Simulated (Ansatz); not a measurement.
# C₃H₉F₃OSiSn: how energies converge with the basis set

One table from this session's results is given with a row withheld; the runs are named, their logs left out.

Program: Ansatz 0.2.0, Gaussian basis. Level of theory: one geometry, several basis sets. These are calculated values, not measurements.

The runs, in order: PBE0-D4/def2-SVP; ωB97M-V/def2-SVP; PBE0-D4/def2-QZVPP; ωB97M-V/def2-QZVPP; the functionals' def2-TZVPP values are taken from earlier runs.

### The geometry

All runs share one geometry, relaxed beforehand with PBE0-D4 in a triple-zeta def2 set. Sn takes the def2 core potential; no spin-orbit term is included.

SMILES `C[O][Sn]([CH3])([CH3])[Si](F)(F)F`, 18 atoms, charge 0, spin multiplicity 1.

Atoms are counted from 1 here; the program's logs count them from 0.

Bond lengths: C1–O2 1.403 Å, C1–H10 1.100 Å, C1–H11 1.099 Å, C1–H12 1.094 Å, O2–Sn3 1.974 Å, Sn3–C4 2.137 Å, Sn3–C5 2.126 Å, Sn3–Si6 2.579 Å, C4–H13 1.090 Å, C4–H14 1.091 Å, C4–H15 1.090 Å, C5–H16 1.090 Å, C5–H17 1.089 Å, C5–H18 1.090 Å, Si6–F7 1.586 Å, Si6–F8 1.587 Å, Si6–F9 1.585 Å. Angles: O2–C1–H10 112.7°, O2–C1–H11 112.7°, O2–C1–H12 108.4°, H10–C1–H11 107.7°, H10–C1–H12 107.5°, H11–C1–H12 107.6°, C1–O2–Sn3 120.3°, O2–Sn3–C4 108.0°, O2–Sn3–C5 103.1°, O2–Sn3–Si6 105.2°, C4–Sn3–C5 115.3°, C4–Sn3–Si6 111.0°, C5–Sn3–Si6 113.3°, Sn3–C4–H13 110.1°, Sn3–C4–H14 110.0°, Sn3–C4–H15 109.3°, H13–C4–H14 108.9°, H13–C4–H15 109.2° and more.

The first run:

The input, in.yaml:

```yaml
crystal:
  periodic: [false, false, false]
  atoms:
    - {symbol: C, position_ang: [2.413521, -0.491659, -0.623051]}
    - {symbol: O, position_ang: [1.470413, -0.872362, 0.343343]}
    - {symbol: Sn, position_ang: [-0.387938, -0.215127, 0.233017]}
    - {symbol: C, position_ang: [-1.165668, -0.749600, -1.684430]}
    - {symbol: C, position_ang: [-1.330977, -1.157399, 1.888865]}
    - {symbol: Si, position_ang: [-0.214568, 2.346040, 0.480778]}
    - {symbol: F, position_ang: [0.857551, 2.975974, -0.503969]}
    - {symbol: F, position_ang: [-1.593151, 3.065449, 0.161654]}
    - {symbol: F, position_ang: [0.195908, 2.797778, 1.943064]}
    - {symbol: H, position_ang: [2.133715, -0.811595, -1.637130]}
    - {symbol: H, position_ang: [2.580777, 0.594682, -0.648970]}
    - {symbol: H, position_ang: [3.368495, -0.967317, -0.379757]}
    - {symbol: H, position_ang: [-0.566249, -0.294432, -2.472698]}
    - {symbol: H, position_ang: [-2.195691, -0.404126, -1.779521]}
    - {symbol: H, position_ang: [-1.139256, -1.834087, -1.793676]}
    - {symbol: H, position_ang: [-2.367781, -0.832160, 1.976184]}
    - {symbol: H, position_ang: [-0.794351, -0.901202, 2.801690]}
    - {symbol: H, position_ang: [-1.302351, -2.237656, 1.746306]}
basis:
  gaussian: {orbitals: def2-SVP}
hamiltonian: {xc: pbe0, dispersion: d4}
output: {orbitals: {seedname: orbitals}}
```

Among the steps run: PBE0-D4 in def2-SVP; ωB97M-V in def2-SVP; PBE0-D4 in def2-QZVPP; ωB97M-V in def2-QZVPP.

One table of the session follows, with a row left open; its other results are not shown here.

It belongs to the step «Functionals by basis». 

```
functional       basis  HOMO (eV)
   PBE0-D4    def2-SVP      -7.28
   PBE0-D4  def2-TZVPP          ?
   PBE0-D4  def2-QZVPP      -7.47
   ωB97M-V    def2-SVP      -9.57
   ωB97M-V  def2-TZVPP      -9.73
   ωB97M-V  def2-QZVPP      -9.76
```

Q: Estimate the row for PBE0-D4, def2-TZVPP from the others.

**Answer.** HOMO (eV): -7.43. In the column «HOMO (eV)» it lies between PBE0-D4, def2-QZVPP (-7.47) and PBE0-D4, def2-SVP (-7.28).
